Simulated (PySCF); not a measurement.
# WO4 (-2): NMR shieldings

Wanted: NMR shieldings for WO4 (-2) (`[O]=[W-2](=[O])(=[O])=[O]`).

Programs: PySCF 2.14.0, with routines of our own; each step states its level. All values are computed. Atoms count from 0.

### Step 1. The system as given

5 atoms, charge -2, multiplicity 1; geometry from: GFN2-xTB.

### Step 2. NMR shieldings: KT2/pcJ-1 W:dyall-v2z, spin–orbit

What the job is given:

```
{"job": {"xc": "KT2", "basis": {"default": "pcJ-1", "W": "dyall-v2z"}, "rel": "so", "kind": "hnmr"}, "charge": -2, "multiplicity": 1}
W     -0.000050    -0.000670     0.000130
O      0.011250    -0.018680     1.803500
O      1.696500     0.011620    -0.611290
O     -0.857340     1.476060    -0.581050
O     -0.850360    -1.468330    -0.611300
```

Level: KT2/pcJ-1 W:dyall-v2z GIAO NMR shielding, X2C with spin-orbit coupling, screened-nuclear two-electron part, Gaussian nuclei, gas phase.

Run with:

```sh
$ OMP_NUM_THREADS=1 python heavy_run.py task.json out
```

This one command runs all jobs of the session in turn.

Standard output:

```text
spin-free SCF
coarse grid: 29656 points
cycle   1  E = -16482.0308898354  dE =  1.146e+00  |g| = 1.943e+01  |ddm| = 2.407e+00
cycle   2  E = -16462.0701308951  dE =  1.996e+01  |g| = 1.062e+01  |ddm| = 1.610e+01
cycle   3  E = -16275.4994364156  dE =  1.866e+02  |g| = 3.668e+01  |ddm| = 3.633e+01
cycle   4  E = -16474.2982423439  dE = -1.988e+02  |g| = 7.734e+00  |ddm| = 3.648e+01
cycle   5  E = -16483.4599972020  dE = -9.162e+00  |g| = 2.777e+00  |ddm| = 4.308e+00
cycle   6  E = -16483.9455083459  dE = -4.855e-01  |g| = 1.430e+00  |ddm| = 1.222e+00
cycle   7  E = -16483.9359232748  dE =  9.585e-03  |g| = 1.312e+00  |ddm| = 7.586e-01
cycle   8  E = -16484.0248205226  dE = -8.890e-02  |g| = 1.090e+00  |ddm| = 5.041e-01
cycle   9  E = -16484.0105351942  dE =  1.429e-02  |g| = 9.965e-01  |ddm| = 2.565e-01
cycle  10  E = -16484.0684858047  dE = -5.795e-02  |g| = 7.730e-01  |ddm| = 4.273e-01
cycle  11  E = -16484.1172240096  dE = -4.874e-02  |g| = 4.246e-01  |ddm| = 5.961e-01
cycle  12  E = -16484.1528200514  dE = -3.560e-02  |g| = 6.472e-02  |ddm| = 2.796e-01
cycle  13  E = -16484.1531015480  dE = -2.815e-04  |g| = 5.378e-02  |ddm| = 5.354e-02
cycle  14  E = -16484.1536598597  dE = -5.583e-04  |g| = 1.015e-02  |ddm| = 3.279e-02
cycle  15  E = -16484.1536796810  dE = -1.982e-05  |g| = 2.520e-03  |ddm| = 7.356e-03
cycle  16  E = -16484.1536809262  dE = -1.245e-06  |g| = 3.355e-04  |ddm| = 1.618e-03
final grid: 60424 points
cycle  17  E = -16484.1226591070  dE = -1.402e-02  |g| = 7.422e+00  |ddm| = 1.637e-03
cycle  18  E = -16484.1226762123  dE = -1.711e-05  |g| = 3.068e-01  |ddm| = 2.524e-03
cycle  19  E = -16484.1226304306  dE =  4.578e-05  |g| = 1.636e-02  |ddm| = 1.033e-02
cycle  20  E = -16484.1224534680  dE =  1.770e-04  |g| = 3.563e-02  |ddm| = 2.631e-02
cycle  21  E = -16484.1226784745  dE = -2.250e-04  |g| = 1.857e-03  |ddm| = 1.780e-02
cycle  22  E = -16484.1226789912  dE = -5.167e-07  |g| = 8.646e-04  |ddm| = 1.206e-03
cycle  23  E = -16484.1226790907  dE = -9.950e-08  |g| = 2.041e-05  |ddm| = 3.841e-04
cycle  24  E = -16484.1226790908  dE = -3.638e-11  |g| = 1.239e-05  |ddm| = 1.048e-05
converged SCF energy = -16484.1226790908
two-component SCF
cycle   1  E = -16476.7972121560  dE = -1.648e+04  |FDS-SDF| = 4.294e+02
cycle   2  E = -16496.1109807731  dE = -1.931e+01  |FDS-SDF| = 5.995e-01
cycle   3  E = -16496.1103279082  dE =  6.529e-04  |FDS-SDF| = 1.667e-01
cycle   4  E = -16496.1035954413  dE =  6.732e-03  |FDS-SDF| = 3.018e-01
cycle   5  E = -16496.1100085701  dE = -6.413e-03  |FDS-SDF| = 8.481e-02
cycle   6  E = -16496.1113044078  dE = -1.296e-03  |FDS-SDF| = 1.071e-02
cycle   7  E = -16496.1113202476  dE = -1.584e-05  |FDS-SDF| = 1.390e-03
cycle   8  E = -16496.1113204770  dE = -2.294e-07  |FDS-SDF| = 5.443e-04
cycle   9  E = -16496.1113205066  dE = -2.962e-08  |FDS-SDF| = 3.711e-04
cycle  10  E = -16496.1113205341  dE = -2.746e-08  |FDS-SDF| = 1.991e-05
converged, E = -16496.1113205341

Field gradients (au) and densities at the nuclei (bohr^-3)
atom        Vxx        Vyy        Vzz        centre      nuclear mean
  0 W     -0.0016    -0.0181     0.0196    1457355.541    1352736.928
  1 O     -0.0290    -0.0311     0.0600        320.898        320.888
  2 O     -0.0295    -0.0309     0.0603        320.898        320.888
  3 O     -0.0299    -0.0317     0.0616        320.899        320.888
  4 O     -0.0288    -0.0297     0.0585        320.898        320.888
without picture change
  0 W                            0.0226                   3717773.613

Core orbital energies (eV)
atom   shell        mean    spread
  0 W  1s       -69357.513   0.000
  0 W  2s       -11968.631   0.000
  0 W  3s        -2751.375   0.000
  0 W  4s         -560.793   0.000
  0 W  5s          -68.360   0.000
  0 W  2p1/2    -11435.995   0.000
  0 W  2p3/2    -10088.483   0.000
  0 W  3p1/2     -2516.261   0.000
  0 W  3p3/2     -2223.922   0.000
  0 W  4p1/2      -463.366   0.000
  0 W  4p3/2      -395.753   0.000
  0 W  5p1/2       -39.762   0.000
  0 W  5p3/2       -30.252   0.001
  0 W  3d3/2     -1832.613   0.000
  0 W  3d5/2     -1769.239   0.002
  0 W  4d3/2      -236.697   0.000
  0 W  4d5/2      -224.145   0.007
  0 W  4f5/2       -24.758   0.009
  0 W  4f7/2       -22.540   0.026

Shielding tensors (ppm)
atom      isotropic    diamagn.    paramagn.     s11        s22        s33       span
  0 W      4270.89     7772.34    -3501.45    4268.28    4271.53    4272.85       4.57
  1 O      -132.99      418.08     -551.07    -229.61    -228.18      58.83     288.44
  2 O      -132.96      418.08     -551.04    -229.26    -228.43      58.80     288.06
  3 O      -132.87      418.07     -550.94    -229.10    -228.23      58.72     287.82
  4 O      -133.12      418.09     -551.21    -229.44    -228.80      58.88     288.32
```

Run time: 37 s. Hardware: 1 thread of AMD EPYC 9R45, shared host; peak memory 1.2 GiB.

From this job:

```csv
quantity,value
energy from spin-orbit coupling,-11.9886 Eh
```

The fields below are evaluated on a grid from the run's orbitals.

Frontier orbitals at KT2/dyall-v2z+pcJ-1, with the share of their density that lies nearest to each atom:

| orbital | energy (eV) | lies on |
| --- | --- | --- |
| HOMO | 4.44 | O2, O3 about 35 % each; O1 26 % |
| LUMO | 8.92 | 4 O atoms about 24 % each |

ELF in a plane through or near 1 of the atoms.

Ten even steps from '0' (0.00) to '9' (0.84):
```
0000000000000000000000000000
0000000000000000000000000000
0000000000000000000000000000
0000000000000134443210000000
0000000000001368887531000000
0000001111001489999752000000
0000024554311389999863100000
0000146887521236898642000000
0000268998625664334310000000
0000257898445675411100000000
0000146786345755511110000000
0000023443125765223321000000
0000001111111222234431000000
0000000000111112233320000000
0000000000011100111100000000
0000000000000000000000000000
0000000000000000000000000000
0000000000000000000000000000
0000000000000000000000000000
0000000000000000000000000000
```
The map spans 8.4 Å across and 8.2 Å up, centred on the molecule. Atoms in the plane (x, y in Å): W0 (0.0, 0.0).

log10 of the density (e/Å³) in the same plane.

Ten even steps from '0' (-4.0) to '9' (2.5):
```
0000000000000000000000000000
0000000000000111111000000000
0000000000111222222211000000
0000000111122334443332100000
0000011222233445554433210000
0001123333334456665543210000
0001234444444566666543310000
0012344555555566665543311000
0012345566556776655443211000
0012345566667997654433211000
0012344555567997654433211000
0012234444556776554433211000
0001223344445555554433211000
0000122233444444444433210000
0000011223333444433332100000
0000001122223333332221100000
0000001111122222221110000000
0000001111111111110000000000
0000001111000000000000000000
0000001110000000000000000000
```
The map spans 8.4 Å across and 8.2 Å up, centred on the molecule. Atoms in the plane (x, y in Å): W0 (0.0, 0.0).

On the surface of density 0.002 e/bohr³ the electrostatic potential runs, from the 1st to the 99th percentile, from -10.28 V near O1 to -9.35 V near W0.

### Step 3. NMR shieldings: B3LYP/pcJ-1 W:dyall-v2z, spin–orbit

What the job is given:

```
{"job": {"xc": "B3LYP", "basis": {"default": "pcJ-1", "W": "dyall-v2z"}, "rel": "so", "kind": "hnmr"}, "charge": -2, "multiplicity": 1}
W     -0.000050    -0.000670     0.000130
O      0.011250    -0.018680     1.803500
O      1.696500     0.011620    -0.611290
O     -0.857340     1.476060    -0.581050
O     -0.850360    -1.468330    -0.611300
```

Method: B3LYP/pcJ-1 W:dyall-v2z GIAO NMR shielding, X2C with spin-orbit coupling, screened-nuclear two-electron part, Gaussian nuclei, gas phase.

Standard output:

```text
spin-free SCF
coarse grid: 29656 points
cycle   1  E = -16443.3883954115  dE =  6.537e-01  |g| = 3.686e+00  |ddm| = 2.387e+00
cycle   2  E = -16428.6941507117  dE =  1.469e+01  |g| = 1.132e+01  |ddm| = 8.193e+00
cycle   3  E = -16445.0813764146  dE = -1.639e+01  |g| = 1.325e+00  |ddm| = 6.604e+00
cycle   4  E = -16445.3303655962  dE = -2.490e-01  |g| = 6.626e-01  |ddm| = 9.135e-01
cycle   5  E = -16445.3484078661  dE = -1.804e-02  |g| = 2.951e-01  |ddm| = 2.642e-01
cycle   6  E = -16445.3633232845  dE = -1.492e-02  |g| = 7.984e-02  |ddm| = 1.437e-01
cycle   7  E = -16445.3638380156  dE = -5.147e-04  |g| = 4.920e-02  |ddm| = 4.405e-02
cycle   8  E = -16445.3642896093  dE = -4.516e-04  |g| = 3.656e-03  |ddm| = 2.621e-02
cycle   9  E = -16445.3642919013  dE = -2.292e-06  |g| = 6.604e-04  |ddm| = 2.170e-03
final grid: 60424 points
cycle  10  E = -16445.3632518020  dE = -1.690e-04  |g| = 5.932e-03  |ddm| = 1.508e-03
cycle  11  E = -16445.3632473298  dE =  4.472e-06  |g| = 5.741e-03  |ddm| = 3.663e-03
cycle  12  E = -16445.3632469558  dE =  3.739e-07  |g| = 6.263e-03  |ddm| = 5.478e-03
cycle  13  E = -16445.3632523525  dE = -5.397e-06  |g| = 4.803e-04  |ddm| = 2.546e-03
cycle  14  E = -16445.3632523862  dE = -3.375e-08  |g| = 4.316e-05  |ddm| = 2.353e-04
cycle  15  E = -16445.3632523865  dE = -2.838e-10  |g| = 1.662e-05  |ddm| = 2.793e-05
converged SCF energy = -16445.3632523865
two-component SCF
cycle   1  E = -16438.0537980986  dE = -1.644e+04  |FDS-SDF| = 4.287e+02
cycle   2  E = -16457.3291345186  dE = -1.928e+01  |FDS-SDF| = 1.138e+00
cycle   3  E = -16457.3315068315  dE = -2.372e-03  |FDS-SDF| = 1.199e-01
cycle   4  E = -16457.3308950597  dE =  6.118e-04  |FDS-SDF| = 1.659e-01
cycle   5  E = -16457.3317533505  dE = -8.583e-04  |FDS-SDF| = 2.815e-02
cycle   6  E = -16457.3318198474  dE = -6.650e-05  |FDS-SDF| = 1.254e-02
cycle   7  E = -16457.3318473731  dE = -2.753e-05  |FDS-SDF| = 1.059e-03
cycle   8  E = -16457.3318480376  dE = -6.645e-07  |FDS-SDF| = 5.250e-04
cycle   9  E = -16457.3318481073  dE = -6.974e-08  |FDS-SDF| = 1.166e-04
cycle  10  E = -16457.3318481116  dE = -4.286e-09  |FDS-SDF| = 6.509e-05
converged, E = -16457.3318481116

Field gradients (au) and densities at the nuclei (bohr^-3)
atom        Vxx        Vyy        Vzz        centre      nuclear mean
  0 W     -0.0016    -0.0189     0.0206    1428687.519    1324698.024
  1 O     -0.0372    -0.0393     0.0765        311.427        311.417
  2 O     -0.0378    -0.0390     0.0768        311.427        311.417
  3 O     -0.0382    -0.0398     0.0780        311.427        311.417
  4 O     -0.0371    -0.0379     0.0751        311.427        311.417
without picture change
  0 W                            0.0236                   3650101.476

Core orbital energies (eV)
atom   shell        mean    spread
  0 W  1s       -69361.209   0.000
  0 W  2s       -11990.132   0.000
  0 W  3s        -2766.449   0.000
  0 W  4s         -569.206   0.000
  0 W  5s          -72.168   0.000
  0 W  2p1/2    -11461.679   0.000
  0 W  2p3/2    -10113.063   0.000
  0 W  3p1/2     -2531.386   0.000
  0 W  3p3/2     -2238.245   0.000
  0 W  4p1/2      -471.440   0.000
  0 W  4p3/2      -403.191   0.000
  0 W  5p1/2       -42.665   0.000
  0 W  5p3/2       -32.791   0.001
  0 W  3d3/2     -1843.304   0.000
  0 W  3d5/2     -1779.811   0.001
  0 W  4d3/2      -242.500   0.000
  0 W  4d5/2      -229.791   0.005
  0 W  4f5/2       -27.572   0.004
  0 W  4f7/2       -25.313   0.009

Shielding tensors (ppm)
atom      isotropic    diamagn.    paramagn.     s11        s22        s33       span
  0 W      4277.68     7761.95    -3484.27    4274.91    4278.34    4279.80       4.89
  1 O      -174.58      415.20     -589.78    -293.11    -291.54      60.92     354.03
  2 O      -174.57      415.20     -589.77    -292.77    -291.83      60.90     353.66
  3 O      -174.50      415.19     -589.70    -292.65    -291.70      60.83     353.48
  4 O      -174.68      415.21     -589.89    -292.86    -292.16      60.97     353.83
```

It took 2.2 min on 1 thread of AMD EPYC 9R45, shared host; peak memory 1.7 GiB.

In short:

```
                       quantity        value
energy from spin-orbit coupling  -11.9686 Eh
```

### Step 4. NMR shieldings: BHandHLYP/pcJ-1 W:dyall-v2z, spin–orbit

What the job is given:

```
{"job": {"xc": "BHandHLYP", "basis": {"default": "pcJ-1", "W": "dyall-v2z"}, "rel": "so", "kind": "hnmr"}, "charge": -2, "multiplicity": 1}
W     -0.000050    -0.000670     0.000130
O      0.011250    -0.018680     1.803500
O      1.696500     0.011620    -0.611290
O     -0.857340     1.476060    -0.581050
O     -0.850360    -1.468330    -0.611300
```

Level: BHandHLYP/pcJ-1 W:dyall-v2z GIAO NMR shielding, X2C with spin-orbit coupling, screened-nuclear two-electron part, Gaussian nuclei, gas phase.

Standard output:

```text
spin-free SCF
coarse grid: 29656 points
cycle   1  E = -16442.9344923243  dE = -8.246e-02  |g| = 3.254e+00  |ddm| = 2.384e+00
cycle   2  E = -16434.7097270790  dE =  8.225e+00  |g| = 8.932e+00  |ddm| = 5.826e+00
cycle   3  E = -16444.4010181068  dE = -9.691e+00  |g| = 6.961e-01  |ddm| = 4.293e+00
cycle   4  E = -16444.4682663432  dE = -6.725e-02  |g| = 3.633e-01  |ddm| = 5.014e-01
cycle   5  E = -16444.4754577137  dE = -7.191e-03  |g| = 1.194e-01  |ddm| = 1.345e-01
cycle   6  E = -16444.4781322178  dE = -2.675e-03  |g| = 1.121e-02  |ddm| = 7.620e-02
cycle   7  E = -16444.4781490597  dE = -1.684e-05  |g| = 5.090e-03  |ddm| = 7.011e-03
cycle   8  E = -16444.4781517132  dE = -2.653e-06  |g| = 3.278e-03  |ddm| = 3.952e-03
cycle   9  E = -16444.4781535379  dE = -1.825e-06  |g| = 6.156e-04  |ddm| = 1.670e-03
final grid: 60424 points
cycle  10  E = -16444.4775248294  dE = -7.635e-05  |g| = 2.871e-03  |ddm| = 1.131e-03
cycle  11  E = -16444.4775239158  dE =  9.136e-07  |g| = 3.228e-03  |ddm| = 2.025e-03
cycle  12  E = -16444.4775248771  dE = -9.613e-07  |g| = 1.534e-03  |ddm| = 1.941e-03
cycle  13  E = -16444.4775250942  dE = -2.171e-07  |g| = 1.717e-04  |ddm| = 4.984e-04
cycle  14  E = -16444.4775250989  dE = -4.682e-09  |g| = 8.793e-06  |ddm| = 8.736e-05
converged SCF energy = -16444.4775250989
two-component SCF
cycle   1  E = -16437.1729217813  dE = -1.644e+04  |FDS-SDF| = 4.284e+02
cycle   2  E = -16456.4125206228  dE = -1.924e+01  |FDS-SDF| = 2.567e+00
cycle   3  E = -16456.4245215251  dE = -1.200e-02  |FDS-SDF| = 1.017e-01
cycle   4  E = -16456.4248000760  dE = -2.786e-04  |FDS-SDF| = 9.167e-02
cycle   5  E = -16456.4250339504  dE = -2.339e-04  |FDS-SDF| = 1.805e-02
cycle   6  E = -16456.4251010405  dE = -6.709e-05  |FDS-SDF| = 6.722e-03
cycle   7  E = -16456.4251254515  dE = -2.441e-05  |FDS-SDF| = 4.342e-03
cycle   8  E = -16456.4251363770  dE = -1.093e-05  |FDS-SDF| = 1.281e-03
cycle   9  E = -16456.4251376209  dE = -1.244e-06  |FDS-SDF| = 3.327e-04
cycle  10  E = -16456.4251377092  dE = -8.830e-08  |FDS-SDF| = 1.629e-04
cycle  11  E = -16456.4251377312  dE = -2.199e-08  |FDS-SDF| = 5.600e-05
converged, E = -16456.4251377312

Field gradients (au) and densities at the nuclei (bohr^-3)
atom        Vxx        Vyy        Vzz        centre      nuclear mean
  0 W     -0.0018    -0.0190     0.0208    1426864.016    1322920.518
  1 O     -0.0472    -0.0493     0.0965        311.076        311.066
  2 O     -0.0478    -0.0490     0.0968        311.076        311.066
  3 O     -0.0483    -0.0499     0.0981        311.076        311.066
  4 O     -0.0471    -0.0479     0.0950        311.076        311.066
without picture change
  0 W                            0.0238                   3645559.061

Core orbital energies (eV)
atom   shell        mean    spread
  0 W  1s       -69556.910   0.000
  0 W  2s       -12067.286   0.000
  0 W  3s        -2803.954   0.000
  0 W  4s         -587.960   0.000
  0 W  5s          -77.995   0.000
  0 W  2p1/2    -11530.020   0.000
  0 W  2p3/2    -10176.796   0.000
  0 W  3p1/2     -2564.766   0.000
  0 W  3p3/2     -2269.247   0.000
  0 W  4p1/2      -488.044   0.000
  0 W  4p3/2      -419.034   0.000
  0 W  5p1/2       -46.919   0.000
  0 W  5p3/2       -36.812   0.001
  0 W  3d3/2     -1868.477   0.000
  0 W  3d5/2     -1804.504   0.002
  0 W  4d3/2      -254.595   0.000
  0 W  4d5/2      -241.634   0.000
  0 W  4f5/2       -33.437   0.006
  0 W  4f7/2       -31.091   0.009

Shielding tensors (ppm)
atom      isotropic    diamagn.    paramagn.     s11        s22        s33       span
  0 W      4613.00     7759.99    -3146.99    4610.10    4613.67    4615.22       5.12
  1 O      -194.05      414.04     -608.09    -340.48    -338.78      97.11     437.59
  2 O      -194.06      414.04     -608.10    -340.14    -339.13      97.09     437.23
  3 O      -194.04      414.03     -608.07    -340.08    -339.05      97.03     437.11
  4 O      -194.12      414.05     -608.17    -340.13    -339.39      97.16     437.29
```

It took 2.6 min on 1 thread of AMD EPYC 9R45, shared host; peak memory 1.6 GiB.

From this job:

```csv
quantity,value
energy from spin-orbit coupling,-11.9476 Eh
```

### Step 5. Shieldings side by side

| run | W0 | O3 | O2 | O1 | O4 | time |
| --- | --- | --- | --- | --- | --- | --- |
| step 2, KT2/pcJ-1 W:dyall-v2z, spin–orbit | 4270.9 | -132.9 | -133.0 | -133.0 | -133.1 | 37 s |
| step 3, B3LYP/pcJ-1 W:dyall-v2z, spin–orbit | 4277.7 | -174.5 | -174.6 | -174.6 | -174.7 | 2.2 min |
| step 4, BHandHLYP/pcJ-1 W:dyall-v2z, spin–orbit | 4613.0 | -194.0 | -194.1 | -194.1 | -194.1 | 2.6 min |

### Step 6. What came out

| quantity | value |
| --- | --- |
| energy from spin-orbit coupling (step 2, KT2/pcJ-1 W:dyall-v2z, spin–orbit) | -11.9886 Eh |
| shieldings (step 2, KT2/pcJ-1 W:dyall-v2z, spin–orbit) | W0 4270.9, O1 -133.0, O2 -133.0, O3 -132.9, O4 -133.1 ppm |
| energy from spin-orbit coupling (step 3, B3LYP/pcJ-1 W:dyall-v2z, spin–orbit) | -11.9686 Eh |
| shieldings (step 3, B3LYP/pcJ-1 W:dyall-v2z, spin–orbit) | W0 4277.7, O1 -174.6, O2 -174.6, O3 -174.5, O4 -174.7 ppm |
| energy from spin-orbit coupling (step 4, BHandHLYP/pcJ-1 W:dyall-v2z, spin–orbit) | -11.9476 Eh |
| shieldings (step 4, BHandHLYP/pcJ-1 W:dyall-v2z, spin–orbit) | W0 4613.0, O1 -194.1, O2 -194.1, O3 -194.0, O4 -194.1 ppm |

**Reading.** In steps 2, 3, 4 the highest level lies above zero, so the outer electrons are held by the basis. W0 moves most between the runs, by 342 ppm; the labels say what changes from run to run. The geometry comes from tight binding, which is rough for metal atoms, and these values hang on it.
